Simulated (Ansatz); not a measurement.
**C₂H₉NOSi: up Jacob's ladder to CCSD(T)**

The task here is to estimate one member of a computed series from the others.

Method: functionals in def2-TZVPP, the program's frozen cores in correlated methods; program: Ansatz 0.2.0, Gaussian basis.

The runs, in order: LDA (SPW92), PBE-D4, revPBE-D4, BLYP-D4, r2SCAN-D4, B97M-V, PBE0-D4, B3LYP-D4, r2SCANh-D4, r2SCAN0-D4, HSE06-D4, BHLYP-D4, CAM-B3LYP-D4, LC-ωPBE, ωB97X-V, ωB97M-V, B2PLYP, PBE-QIDH; CCSD(T)/def2-SVP; CCSD(T)/def2-TZVPP; MP2/def2-QZVPP; extrapolation to the limit; RPA on PBE.

## The geometry

An earlier PBE0-D4 in a triple-zeta def2 set relaxation fixed the geometry.

SMILES `C[SiH](N)CO`, 14 atoms, charge 0, spin multiplicity 1.

Atoms are counted from 1 here; the program's logs count them from 0.

Bond lengths: C1–Si2 1.863 Å, C1–H6 1.093 Å, C1–H7 1.093 Å, C1–H8 1.093 Å, Si2–N3 1.737 Å, Si2–C4 1.886 Å, Si2–H9 1.496 Å, N3–H10 1.009 Å, N3–H11 1.008 Å, C4–O5 1.422 Å, C4–H12 1.101 Å, C4–H13 1.095 Å, O5–H14 0.966 Å. Angles: Si2–C1–H6 110.3°, Si2–C1–H7 111.8°, Si2–C1–H8 110.4°, H6–C1–H7 108.6°, H6–C1–H8 108.0°, H7–C1–H8 107.7°, C1–Si2–N3 107.4°, C1–Si2–C4 112.0°, C1–Si2–H9 110.3°, N3–Si2–C4 103.5°, N3–Si2–H9 113.9°, C4–Si2–H9 109.6°, Si2–N3–H10 119.5°, Si2–N3–H11 118.7°, H10–N3–H11 109.8°, Si2–C4–O5 109.5°, Si2–C4–H12 111.1°, Si2–C4–H13 111.1° and more.

As a file:

```csv
atom,x (Å),y (Å),z (Å)
C1,-1.65855,0.69650,-0.03616
Si2,-0.26829,-0.51397,-0.30489
N3,0.19609,-1.12435,1.25358
C4,1.29659,0.33435,-0.92798
O5,1.84526,1.13729,0.10895
H6,-1.32201,1.52756,0.58835
H7,-2.51913,0.22540,0.44537
H8,-1.99603,1.10727,-0.99080
H9,-0.68368,-1.57643,-1.27260
H10,0.79645,-1.93311,1.31110
H11,-0.49703,-1.16134,1.98463
H12,2.03039,-0.40271,-1.28995
H13,1.07855,0.99041,-1.77679
H14,1.68819,0.66393,0.93600
```

The first run:

The input, in.yaml:

```yaml
crystal:
  periodic: [false, false, false]
  atoms:
    - {symbol: C, position_ang: [-1.658546, 0.696496, -0.036158]}
    - {symbol: Si, position_ang: [-0.268290, -0.513969, -0.304894]}
    - {symbol: N, position_ang: [0.196094, -1.124349, 1.253581]}
    - {symbol: C, position_ang: [1.296586, 0.334354, -0.927976]}
    - {symbol: O, position_ang: [1.845261, 1.137287, 0.108945]}
    - {symbol: H, position_ang: [-1.322014, 1.527556, 0.588345]}
    - {symbol: H, position_ang: [-2.519131, 0.225397, 0.445366]}
    - {symbol: H, position_ang: [-1.996030, 1.107268, -0.990797]}
    - {symbol: H, position_ang: [-0.683676, -1.576426, -1.272600]}
    - {symbol: H, position_ang: [0.796449, -1.933107, 1.311103]}
    - {symbol: H, position_ang: [-0.497028, -1.161342, 1.984633]}
    - {symbol: H, position_ang: [2.030388, -0.402708, -1.289955]}
    - {symbol: H, position_ang: [1.078546, 0.990414, -1.776795]}
    - {symbol: H, position_ang: [1.688190, 0.663929, 0.936000]}
basis:
  gaussian: {orbitals: def2-TZVPP}
hamiltonian: {xc: lda}
output: {orbitals: {seedname: orbitals}}
```

On the command line:

```console
$ ansatz run in.yaml --threads 4 --pin off --events-out ev --progress --plain --max-ram 10444MiB
```

Steps of the session up to this table: LDA; PBE-D4 (GGA); revPBE-D4 (GGA); BLYP-D4 (GGA); r2SCAN-D4 (meta-GGA); B97M-V (meta-GGA); PBE0-D4 (hybrid); B3LYP-D4 (hybrid); r2SCANh-D4 (hybrid); r2SCAN0-D4 (hybrid); HSE06-D4 (hybrid); BHLYP-D4 (hybrid); CAM-B3LYP-D4 (range-separated); LC-ωPBE (range-separated); ωB97X-V (range-separated); ωB97M-V (range-separated); B2PLYP (double hybrid); PBE-QIDH (double hybrid).

One of the session's tables, all rows but one given; the rest of the session is left out.

It belongs to the step «Frontier levels by functional». 

```
  functional  HOMO (eV)  LUMO (eV)  gap (eV)
 LDA (SPW92)      -5.77      -0.47      5.30
      PBE-D4      -5.64      -0.30      5.35
   revPBE-D4      -5.59      -0.20      5.38
     BLYP-D4      -5.57      -0.28      5.28
   r2SCAN-D4      -5.95       0.31      6.26
      B97M-V      -6.10      -0.09      6.02
     PBE0-D4      -7.16       0.54      7.70
    B3LYP-D4      -6.95       0.22      7.16
  r2SCANh-D4      -6.52       0.56      7.09
  r2SCAN0-D4      -7.37       0.93      8.30
    HSE06-D4      -6.75       0.17      6.92
    BHLYP-D4      -8.60       1.18      9.78
CAM-B3LYP-D4          ?          ?         ?
     LC-ωPBE      -9.93       2.63     12.56
     ωB97X-V      -9.61       2.41     12.02
     ωB97M-V      -9.51       1.97     11.48
```

**Question.** Estimate the row for CAM-B3LYP-D4.

The run gave: HOMO (eV): -8.61; LUMO (eV): 1.33; gap (eV): 9.94. In the column «HOMO (eV)» it lies between ωB97M-V (-9.51) and BHLYP-D4 (-8.60).
